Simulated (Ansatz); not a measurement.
# GeH₄ (singlet): wave-function methods side by side at scale of all distances = 0.892, 6-31G

The task here is to estimate one member of a computed series from the others.

The runs use Ansatz 0.2.0, Gaussian basis; 6-31G, core rule «outside noble gas», up to 14 orbitals frozen.

Plan: UHF; CCSD(T) on RHF; BCCD(T) on RHF; CISD; CCSDT(Q) on RHF; CCSDTQ on RHF; CASSCF and MRCISD+Q, 2 electrons in 2 orbitals; CASSCF and NEVPT2, 2 electrons in 2 orbitals; CASSCF and MRCISD+Q, 8 electrons in 8 orbitals; CASSCF and NEVPT2, 8 electrons in 8 orbitals; Full CI.

19 further runs of the same task are left out: 1 for a mislabelled method, 1 for a known fault of the program, 11 that didn't finish, 6 set aside as unsound or not needed.

## The system

The geometry derives from a PBE0/def2-TZVP stationary point (not a proven minimum). All distances are scaled together. No spin-orbit coupling is included. The filled d shell of Ge may be among the frozen orbitals whatever the setting's name suggests; the logs give the count.

5 atoms, charge 0, spin multiplicity 1.

Atoms are counted from 1 here; the program's logs count them from 0.

Bond lengths: Ge1–H2 1.369 Å, Ge1–H3 1.369 Å, Ge1–H4 1.369 Å, Ge1–H5 1.369 Å. Angles: H2–Ge1–H3 109.5°, H2–Ge1–H4 109.5°, H2–Ge1–H5 109.5°, H3–Ge1–H4 109.5°, H3–Ge1–H5 109.5°, H4–Ge1–H5 109.5°.

Coordinates:

```
Ge    0.0000    0.0000    0.0000
H     0.7888    0.7914    0.7904
H    -0.7920   -0.7885    0.7900
H    -0.7884    0.7890   -0.7932
H     0.7915   -0.7918   -0.7872
```

The first run:

Input file in.yaml:

```yaml
crystal:
  periodic: [false, false, false]
  atoms:
    - {symbol: Ge, position_ang: [0.000000, 0.000000, 0.000000]}
    - {symbol: H, position_ang: [0.788817, 0.791381, 0.790354]}
    - {symbol: H, position_ang: [-0.791994, -0.788547, 0.790010]}
    - {symbol: H, position_ang: [-0.788372, 0.788986, -0.793188]}
    - {symbol: H, position_ang: [0.791549, -0.791820, -0.787176]}
basis:
  gaussian: {orbitals: 6-31G}
magnetization: {spin_polarized: true, initial_magnetization: 0}
hamiltonian: {xc: hf}
output: {orbitals: {seedname: orbitals}}
```

Command:

```
$ ansatz run in.yaml --threads 1 --pin off --events-out ev --progress --plain --max-ram 2393MiB
```

Steps of the session up to this table: UHF; CCSD(T) on RHF; BCCD(T) on RHF; CISD; CCSDT(Q) on RHF; CCSDTQ on RHF; CASSCF and MRCISD+Q, 2 electrons in 2 orbitals; CASSCF and NEVPT2, 2 electrons in 2 orbitals; CASSCF and MRCISD+Q, 8 electrons in 8 orbitals; CASSCF and NEVPT2, 8 electrons in 8 orbitals; Full CI.

One of the session's tables, all rows but one given; the rest of the session is left out.

| method | from FCI (kcal/mol) |
| --- | --- |
| RHF | +49.50 |
| RMP2 | +13.13 |
| RCCSD | +0.65 |
| RCCSD(T) | +0.16 |
| BCCD(T) | +0.16 |
| RCCSDT | +0.01 |
| RCCSDT(Q) | 0.00 |
| RCCSDTQ | 0.00 |
| CASSCF pair | +41.37 |
| NEVPT2 pair | +11.44 |
| MRCISD pair | +1.44 |
| MRCISD+Q pair | ? |
| CASSCF valence | +14.51 |
| NEVPT2 valence | +4.17 |
| MRCISD valence | +0.29 |
| MRCISD+Q valence | +0.12 |
| FCI | 0 |

Q: Estimate the row for MRCISD+Q pair from the others.

As computed: from FCI (kcal/mol): -0.10. In the column «from FCI (kcal/mol)» it is the lowest.

Among the levels timed on like hardware and quicker than the yardstick, those that no quicker one beats, quickest first: RCCSD(T) (0.42 s, +0.16 kcal/mol); BCCD(T) (0.45 s, +0.16 kcal/mol); MRCISD+Q pair (0.81 s, -0.10 kcal/mol); RCCSDT(Q) (0.99 s, 0.00 kcal/mol); RCCSDTQ (6.5 s, 0.00 kcal/mol). Runs this short are mostly start-up, so their order is noise.

Not comparable, so not listed: CISD (they don't share determinant, frozen orbitals or solution with the rows shown, or repeat one).

To keep in mind: The yardstick is full CI for this spin, exact in this basis with these frozen cores. MRCISD+Q pair falls below full CI: the +Q correction isn't variational, and the cores differ from full CI's. Of the multireference levels listed MRCISD+Q pair comes nearest in total energy (-0.10 kcal/mol), which doesn't show that its space is the better one.
